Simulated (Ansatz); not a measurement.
# Si5Mo3: the cost of one run

Method: DFT PBE, scalar-relativistic, plane waves, PAW, in Ansatz 0.2.0.

## 1. Starting point

The cell holds 24 atoms (Mo9Si15): a = 7.460 Å, b = 6.805 Å, c = 7.543 Å, α = 88.30°, β = 87.28°, γ = 88.68°.

It is the last frame of an earlier stage of the same melt, run at 3100 K.

The coordinates stand in the first input below.

## 2. Langevin stage at 2230 K

One k point, a Fermi-Dirac width of 0.192 eV and a fixed cell.

File input.yaml:

```yaml
crystal:
  lattice:
    - [7.457409, 0.080983, 0.177548]
    - [0.080983, 6.803493, 0.105396]
    - [0.177548, 0.105396, 7.539823]
  atoms:
    - { symbol: Si, position: [0.9745441431, 0.0447405288, 0.8379659657] }
    - { symbol: Si, position: [0.5254514128, 0.947366735, 0.3751105863] }
    - { symbol: Si, position: [0.8061586224, 0.5656252217, 0.5250992061] }
    - { symbol: Si, position: [0.5203191861, 0.3423695521, 0.7376526914] }
    - { symbol: Si, position: [0.3084220416, 0.7163189772, 0.4574568405] }
    - { symbol: Si, position: [0.1814882641, 0.3160904242, 0.9237733574] }
    - { symbol: Si, position: [0.1695388336, 0.9581580551, 0.0721777375] }
    - { symbol: Si, position: [0.6663887786, 0.8279497328, 0.6638774851] }
    - { symbol: Si, position: [0.4031352987, 0.7077346494, 0.8515705133] }
    - { symbol: Si, position: [0.2552947961, 0.0693600522, 0.6546047518] }
    - { symbol: Si, position: [0.8142880727, 0.4001614224, 0.9179770156] }
    - { symbol: Si, position: [0.6020161165, 0.6503307111, 0.3182266592] }
    - { symbol: Si, position: [0.2027501055, 0.535687273, 0.1613303017] }
    - { symbol: Si, position: [0.5321574996, 0.0742537154, 0.062523974] }
    - { symbol: Si, position: [0.4623503818, 0.3291218556, 0.4482389763] }
    - { symbol: Mo, position: [0.7712209422, 0.1408832973, 0.5777654912] }
    - { symbol: Mo, position: [0.7993996494, 0.970830959, 0.247685702] }
    - { symbol: Mo, position: [0.7432038482, 0.7321048347, 0.0210084531] }
    - { symbol: Mo, position: [0.0717581554, 0.6889182337, 0.9004954577] }
    - { symbol: Mo, position: [0.4899820937, 0.4337263276, 0.0253927251] }
    - { symbol: Mo, position: [0.819932618, 0.3980342611, 0.2376019014] }
    - { symbol: Mo, position: [0.2336275757, 0.122392988, 0.318357022] }
    - { symbol: Mo, position: [0.1427374562, 0.4734651921, 0.5418594226] }
    - { symbol: Mo, position: [0.0186830864, 0.8577879481, 0.546849748] }
  symmetry: { detect: false }
basis:
  ecutwfc: 420
kpoints:
  mp_grid: { grid: [1, 1, 1], shift: [0.25, 0.25, 0.25] }
hamiltonian:
  xc: pbe
scf:
  occupations: { method: fermi_dirac, width: 0.1922 }
  lower_state_search: "off"
  convergence: { dr2_threshold: 1.0e-06 }
output:
  forces: true
  stress: true
md:
  timestep: 3.0
  n_steps: 81
  ensemble: nvt_langevin
  friction: 0.03
  temperature: 2230.0
  initial_velocities: maxwell_boltzmann
  seed: 26995
```

On the command line:

```console
$ ansatz run input.yaml --threads 2 --pin off --max-ram 5120MiB --backend cpu --events-out ev --progress --plain --runs-dir out
```

Q: Estimate wall time and peak memory on 2 threads of AMD EPYC 7R43 (Zen 3), shared host.

About 4.1 min, with a peak of 0.66 GiB.
